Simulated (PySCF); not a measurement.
# NEVPT2(2,4)/6-31G(d) (spherical functions) run of BNH3ClO (SMILES NB(O)Cl)

Aim: the vertical ionisation energy of BNH3ClO at NEVPT2(2,4)/6-31G* (spherical functions), from 2 runs. The job is set up through a Python script.

Program for the calculation: PySCF 2.14.0.

2 further runs of the same task are left out: 1 that didn't finish, 1 set aside as unsound or not needed.

### Step 1. The structure to begin with

BNH3ClO: 7 atoms, total charge 0, spin state singlet. SMILES: `NB(O)Cl`. Geometry: relaxed at PBE0-D4/def2-TZVP. This is one conformer, not always the lowest.

Bond lengths: N1–B2 1.393 Å, B2–O3 1.360 Å, B2–Cl4 1.788 Å, N1–H5 1.002 Å, N1–H6 1.005 Å, O3–H7 0.959 Å. Angles: N1–B2–O3 120.7°, N1–B2–Cl4 119.3°, O3–B2–Cl4 120.0°, B2–N1–H5 122.9°, B2–N1–H6 121.7°, B2–O3–H7 113.0°, H5–N1–H6 115.4°.

### Step 2. The energy at NEVPT2(2,4)/6-31G(d) (spherical functions)

mol.xyz

```xyz
7
BClH3NO
N     -0.520100     0.976200    -0.014400
B      0.060900    -0.288100    -0.083300
O      1.097000    -0.622600     0.732400
Cl    -0.570000    -1.477100    -1.260400
H     -1.284200     1.257300    -0.599100
H     -0.194300     1.671700     0.633400
H      1.410800    -1.517400     0.591500
```

run.py

```python
# NB(O)Cl
import numpy
from pyscf import gto, scf, mp, mcscf, mrpt

molecule = gto.Mole()
molecule.atom = 'mol.xyz'
molecule.max_memory = 1860
molecule.verbose = 3
molecule.basis = '6-31g*'
molecule.spin = 0
molecule.build()

mf = scf.RHF(molecule)
mf.conv_tol = 1e-10
mf.kernel()
if not mf.converged:
    mf = mf.newton().run(mf.mo_coeff, mf.mo_occ)

pt = mp.MP2(scf.addons.convert_to_uhf(mf)).run()
noons, natorbs = mcscf.addons.make_natural_orbitals(pt)
print('natural occupations', numpy.round(noons[:40], 4))
cas = mcscf.CASSCF(mf, 4, 2)
cas.fix_spin_(ss=0.0)
cas.natorb = True
cas.kernel(natorbs)
e_pt2 = mrpt.NEVPT(cas).kernel()
etot = cas.e_tot + e_pt2
print(f'total energy: {etot:.8f} hartree')
```

Run with:

```
$ OMP_NUM_THREADS=1 python run.py
```

What it wrote:

```text
converged SCF energy = -615.367136413369
E(UMP2) = -615.920312437886  E_corr = -0.553176024516604
E(SCS-UMP2) = -615.902997819847  E_corr = -0.535861406477511
natural occupations [2.     1.9999 1.9999 1.9999 1.9998 1.9998 1.9998 1.9997 1.9881 1.9868
 1.9843 1.9714 1.9707 1.9699 1.9699 1.9675 1.9667 1.9648 1.9619 1.9611
 0.0353 0.0279 0.0234 0.0218 0.0188 0.0182 0.0163 0.0153 0.0126 0.0116
 0.0106 0.0103 0.0102 0.0096 0.0094 0.0092 0.0075 0.0069 0.0062 0.0059]
CASSCF energy = -615.384439574041
CASCI E = -615.384439574041  E(CI) = -1.82922580778768  S^2 = 0.0000000
Sr    (-1)',   E = -0.00000000116827
Si    (+1)',   E = -0.00980355454533
Sijrs (0)  ,   E = -0.42659123794496
Sijr  (+1) ,   E = -0.03252028534282
Srsi  (-1) ,   E = -0.01878578389354
Srs   (-2) ,   E = -0.00232322358425
Sij   (+2) ,   E = -0.00615389728971
Sir   (0)' ,   E = -0.03711517082566
Nevpt2 Energy = -0.533293154594550
total energy: -615.91773273 hartree
```

Run time: 17 s. Hardware: 1 thread of Arm Neoverse V1, shared host; peak memory 0.19 GiB.

### Step 3. The doublet cation, same level

input.py

```python
import numpy
from pyscf import gto, scf, mp, mcscf, mrpt

mol = gto.Mole()
mol.atom = '''
N   -0.520100   0.976200  -0.014400
B    0.060900  -0.288100  -0.083300
O    1.097000  -0.622600   0.732400
Cl  -0.570000  -1.477100  -1.260400
H   -1.284200   1.257300  -0.599100
H   -0.194300   1.671700   0.633400
H    1.410800  -1.517400   0.591500
'''
mol.spin = 1
mol.charge = 1
mol.basis = '6-31g*'
mol.max_memory = 1860
mol.verbose = 3
mol.build()

mf = mol.ROHF()
mf.conv_tol = 1e-10
mf.kernel()
if not mf.converged:
    mf = mf.newton().run(mf.mo_coeff, mf.mo_occ)

pt = mp.MP2(scf.addons.convert_to_uhf(mf)).run()
noons, natorbs = mcscf.addons.make_natural_orbitals(pt)
print('natural occupations', numpy.round(noons[:40], 4))
cas = mcscf.CASSCF(mf, 4, 1)
cas.fix_spin_(ss=0.75)
cas.natorb = True
cas.kernel(natorbs)
e_pt2 = mrpt.NEVPT(cas).kernel()
e_tot = cas.e_tot + e_pt2
print(f'total energy: {e_tot:.8f} hartree')
```

Run with:

```
$ OMP_NUM_THREADS=1 python input.py
```

What it wrote:

```text
converged SCF energy = -615.017659141646
E(UMP2) = -615.53557277025  E_corr = -0.517913628604468
E(SCS-UMP2) = -615.520647526411  E_corr = -0.502988384764888
natural occupations [2.     1.9999 1.9999 1.9999 1.9998 1.9998 1.9998 1.9997 1.9878 1.9865
 1.9845 1.9747 1.9735 1.9705 1.9674 1.9664 1.9654 1.9603 1.9592 0.9948
 0.0337 0.0298 0.0237 0.0225 0.0162 0.0159 0.0134 0.0125 0.0121 0.0103
 0.0102 0.0099 0.0091 0.009  0.0085 0.0064 0.0063 0.0055 0.0055 0.0054]

WARN: Active orbitals [1 2 3] (occs = [2.99751606e-21 1.20684535e-29 2.33267531e-30]) are canonicalized with external orbitals

CASSCF energy = -615.017659141488
CASCI E = -615.017659141488  E(CI) = -0.896194731901119  S^2 = 0.7500000

WARN: Active orbitals [1 2 3] (occs = [ 3.43291319e-36  5.73626557e-61 -1.93345654e-59]) are canonicalized with external orbitals

Sr    (-1)',   E = -0.00000000000941
Si    (+1)',   E = -0.00196235269407
Sijrs (0)  ,   E = -0.38069040827293
Sijr  (+1) ,   E = -0.08604976988461
Srsi  (-1) ,   E = -0.02666945031904
Srs   (-2) ,   E = -0.00000000000000
Sij   (+2) ,   E = -0.00989980747525
Sir   (0)' ,   E = -0.01610741626327
Nevpt2 Energy = -0.521379204918582
total energy: -615.53903835 hartree
```

Wall time 3.3 s (1 thread of Arm Neoverse V1, shared host); peak memory 0.2 GiB.

### Step 4. What came out

Level: NEVPT2(2,4)/6-31G* (spherical functions).

| quantity | value |
| --- | --- |
| singlet BNH3ClO: total energy | -615.91773 Eh |
| singlet BNH3ClO: dipole moment (Hartree–Fock density) | 1.25 D |
| singlet BNH3ClO: HOMO energy (Hartree–Fock orbitals) | -11.48 eV |
| singlet BNH3ClO: LUMO energy (Hartree–Fock orbitals) | 5.94 eV |
| singlet BNH3ClO: HOMO–LUMO gap (Hartree–Fock orbitals) | 17.42 eV |
| doublet cation: total energy | -615.53904 Eh |
| vertical ionisation energy (to the doublet cation) | 10.305 eV |

What this shows: Removing an electron at fixed nuclei costs 10.30 eV (238 kcal/mol). Mulliken charges (doublet cation) of the mean-field density run from -0.66 on O3 to +0.69 on B2.
